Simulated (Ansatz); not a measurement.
# AgBrF3P: basis-set convergence

The task here is to estimate one member of a computed series from the others.

Method: one geometry, several basis sets; program: Ansatz 0.2.0, Gaussian basis.

Plan: PBE0-D4/def2-SVP; ωB97M-V/def2-SVP; PBE0-D4/def2-QZVPP; ωB97M-V/def2-QZVPP; the functionals' def2-TZVPP values are taken from earlier runs.

## The geometry

All runs share one geometry, relaxed beforehand with PBE0-D4 in a triple-zeta def2 set. Ag takes the def2 core potential; no spin-orbit term is included.

SMILES `F[P+](F)(F)[Ag-][Br]`, 6 atoms, charge 0, spin multiplicity 1.

Atoms are counted from 1 here; the program's logs count them from 0.

Bond lengths: F1–P2 1.546 Å, P2–F3 1.546 Å, P2–F4 1.546 Å, P2–Ag5 2.290 Å, Ag5–Br6 2.392 Å. Angles: F1–P2–F3 99.8°, F1–P2–F4 99.8°, F1–P2–Ag5 117.9°, F3–P2–F4 99.8°, F3–P2–Ag5 118.1°, F4–P2–Ag5 117.9°, P2–Ag5–Br6 179.7°.

The first run:

in.yaml reads:

```yaml
crystal:
  periodic: [false, false, false]
  atoms:
    - {symbol: F, position_ang: [0.702231, -0.862986, 1.716060]}
    - {symbol: P, position_ang: [0.453341, -0.624361, 0.208819]}
    - {symbol: F, position_ang: [-0.011438, -2.038815, -0.208326]}
    - {symbol: F, position_ang: [1.910009, -0.662748, -0.308221]}
    - {symbol: Ag, position_ang: [-0.850303, 1.159174, -0.392609]}
    - {symbol: Br, position_ang: [-2.203840, 3.029735, -1.015713]}
basis:
  gaussian: {orbitals: def2-SVP}
hamiltonian: {xc: pbe0, dispersion: d4}
output: {orbitals: {seedname: orbitals}}
```

Command:

```sh
ansatz run in.yaml --threads 4 --pin off --events-out ev --progress --plain --max-ram 11315MiB
```

Steps of the session up to this table: PBE0-D4 in def2-SVP; ωB97M-V in def2-SVP; PBE0-D4 in def2-QZVPP; ωB97M-V in def2-QZVPP.

One table of the session follows, with a row left open; its other results are not shown here.

It belongs to the step «Density functionals: the series». 

| functional | basis | HOMO (eV) | LUMO (eV) |
| --- | --- | --- | --- |
| PBE0-D4 | def2-SVP | -7.10 | -1.70 |
| PBE0-D4 | def2-TZVPP | ? | ? |
| PBE0-D4 | def2-QZVPP | -7.30 | -1.90 |
| ωB97M-V | def2-SVP | -9.20 | 0.06 |
| ωB97M-V | def2-TZVPP | -9.40 | -0.11 |
| ωB97M-V | def2-QZVPP | -9.45 | -0.22 |

Estimate the missing values for PBE0-D4, def2-TZVPP.

The run gave: HOMO (eV): -7.27; LUMO (eV): -1.87. In the column «HOMO (eV)» it lies between PBE0-D4, def2-QZVPP (-7.30) and PBE0-D4, def2-SVP (-7.10).
